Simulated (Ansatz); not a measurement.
**MnSb (P6_3/mmc): equation of state**

The task here is to estimate one member of a computed series from the others.

Method: DFT PBE, scalar-relativistic, plane waves, PAW, in Ansatz 0.2.0.

## The system as given

It takes space group P6_3/mmc (No. 194, hexagonal). The conventional cell has a = 4.098 Å, b = 4.098 Å, c = 5.597 Å, α = 90.00°, β = 90.00°, γ = 120.00°. Mn (site symmetry -3m) is surrounded by 6 Sb at 2.75 Å and 2 Mn at 2.80 Å. Sb (site symmetry -6m2) has 6 Mn at 2.75 Å as nearest neighbours.

Coordinates:

```
Mn Sb
1.0
     4.09764    0.00000    0.00000
    -2.04882    3.54866    0.00000
     0.00000    0.00000    5.59708
Mn Sb
2 2
Cartesian
  0.0000 0.0000 0.0000
  0.0000 0.0000 2.7985
  0.0000 2.3658 1.3993
  2.0488 1.1829 4.1978
```

This cell comes from an earlier session at PBE: 20.347 Å³/atom at 0.00 GPa, on a 12×12×8 mesh.

Volume factors to run: 0.980, 1.020, 0.960, 1.040.

The first run:

input.yaml

```yaml
crystal:
  lattice:
    - [4.0701387796, 0.0, 0.0]
    - [-2.0350693898, 3.5248435801, 0.0]
    - [0.0, 0.0, 5.559518237]
  atoms:
    - { symbol: Mn, position: [0.0, 0.0, 0.0], spin: 3.58 }
    - { symbol: Mn, position: [0.0, 0.0, 0.5], spin: 3.58 }
    - { symbol: Sb, position: [0.3333333333, 0.6666666667, 0.25] }
    - { symbol: Sb, position: [0.6666666667, 0.3333333333, 0.75] }
basis:
  ecutwfc: 420
  ecutrho_ratio: 4
kpoints:
  mp_grid: { grid: [12, 12, 8] }
hamiltonian:
  xc: pbe
scf:
  occupations: { method: gaussian, width: 0.05 }
output:
  forces: true
  stress: true
  eigenvalues: true
  populations: true
magnetization:
  spin_polarized: true
relax:
  f_tol: 0.01
  max_steps: 40
  cell: { stress_tol: 0.1, fix: [volume] }
```

The run is started by

```
$ ansatz run input.yaml --threads 2 --pin off --max-ram 5120MiB --backend cpu --events-out ev --progress --plain --runs-dir out
```

Steps of the session up to this table: Volume × 0.980; Volume × 1.020; Volume × 0.960; Volume × 1.040.

One table of the session follows, with a row left open; its other results are not shown here.

It belongs to the step «Energy and pressure against volume». 

```
volume (Å³/atom)  energy (meV/atom)  pressure (GPa)  moment of atom 1 (μB)
          19.533               5.76            2.52                   3.10
          19.940               1.20            1.09                   3.17
          20.347               0.00            0.00                   3.26
          20.754                  ?               ?                      ?
          21.161               5.34           -2.22                   3.39
```

**Question.** Estimate the row for volume (Å³/atom) = 20.754.

Worked estimate for «energy (meV/atom)». A straight line through the neighbours (20.347, 0.00) and (21.161, 5.34) gives 0.00 + (5.34 − 0.00) × (20.754 − 20.347) / (21.161 − 20.347) = 2.67; a parabola fitted to 3 rows on both sides gives 1.38.

**Answer.** energy (meV/atom): 1.22; pressure (GPa): -1.08; moment of atom 1 (μB): 3.33. In «energy (meV/atom)» the line misses by +1.45 and the parabola by +0.16.

Caveats from the session: Warnings in the runs' records: stability check not made.
